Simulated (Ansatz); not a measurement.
# BH₇SiSn: small, medium and large basis sets

Aim: see how fast density functionals converge with the basis set for BH₇SiSn.

Computed with Ansatz 0.2.0, Gaussian basis. Level: one geometry, several basis sets.

Plan: PBE0-D4/def2-SVP; ωB97M-V/def2-SVP; PBE0-D4/def2-QZVPP; ωB97M-V/def2-QZVPP; the functionals' def2-TZVPP values are taken from earlier runs.

1 further run of the same task is left out (for a known fault of the program).

## (1) The geometry

An earlier PBE0-D4 in a triple-zeta def2 set relaxation fixed the geometry. Sn takes the def2 core potential; no spin-orbit term is included.

10 atoms, charge 0, spin multiplicity 1.

Atoms are counted from 1 here; the program's logs count them from 0.

Bond lengths: B1–Sn2 2.234 Å, B1–H4 1.194 Å, B1–H5 1.194 Å, Sn2–Si3 2.574 Å, Sn2–H6 1.711 Å, Sn2–H7 1.711 Å, Si3–H8 1.487 Å, Si3–H9 1.487 Å, Si3–H10 1.487 Å. Angles: Sn2–B1–H4 120.6°, Sn2–B1–H5 120.7°, H4–B1–H5 118.6°, B1–Sn2–Si3 108.3°, B1–Sn2–H6 113.0°, B1–Sn2–H7 113.0°, Si3–Sn2–H6 107.4°, Si3–Sn2–H7 107.5°, H6–Sn2–H7 107.3°, Sn2–Si3–H8 110.2°, Sn2–Si3–H9 110.4°, Sn2–Si3–H10 110.2°, H8–Si3–H9 108.7°, H8–Si3–H10 108.5°, H9–Si3–H10 108.7°.

## (2) PBE0-D4 in def2-SVP

File in.yaml:

```yaml
crystal:
  periodic: [false, false, false]
  atoms:
    - {symbol: B, position_ang: [-1.717096, 0.656977, -1.153745]}
    - {symbol: Sn, position_ang: [0.300545, 0.942321, -0.237474]}
    - {symbol: Si, position_ang: [0.948650, -1.229684, 0.981652]}
    - {symbol: H, position_ang: [-2.707462, 0.895202, -0.530724]}
    - {symbol: H, position_ang: [-1.828290, 0.206660, -2.253998]}
    - {symbol: H, position_ang: [0.339022, 2.207710, 0.913612]}
    - {symbol: H, position_ang: [1.520333, 1.268073, -1.392271]}
    - {symbol: H, position_ang: [0.976872, -2.368106, 0.024829]}
    - {symbol: H, position_ang: [2.292711, -1.095091, 1.603087]}
    - {symbol: H, position_ang: [-0.042184, -1.535262, 2.048033]}
basis:
  gaussian: {orbitals: def2-SVP}
hamiltonian: {xc: pbe0, dispersion: d4}
output: {orbitals: {seedname: orbitals}}
```

Started as:

```
$ ansatz run in.yaml --threads 2 --pin off --events-out ev --progress --plain --max-ram 4352MiB
```

After this run come: ωB97M-V in def2-SVP; PBE0-D4 in def2-QZVPP; ωB97M-V in def2-QZVPP.

Q: Predict the results of all the runs planned. Wanted: PBE0-D4: double and triple zeta above quadruple; ωB97M-V: double and triple zeta above quadruple.

**Answer**, as computed:

| quantity | value |
| --- | --- |
| PBE0-D4: double and triple zeta above quadruple | 4.17, 0.37 eV |
| ωB97M-V: double and triple zeta above quadruple | 4.33, 0.35 eV |

PBE0-D4 gains 3.80 eV from double to triple zeta, then 0.37 eV more. These are total energies; as a rule much of such shifts cancels in differences, which this series doesn't test.
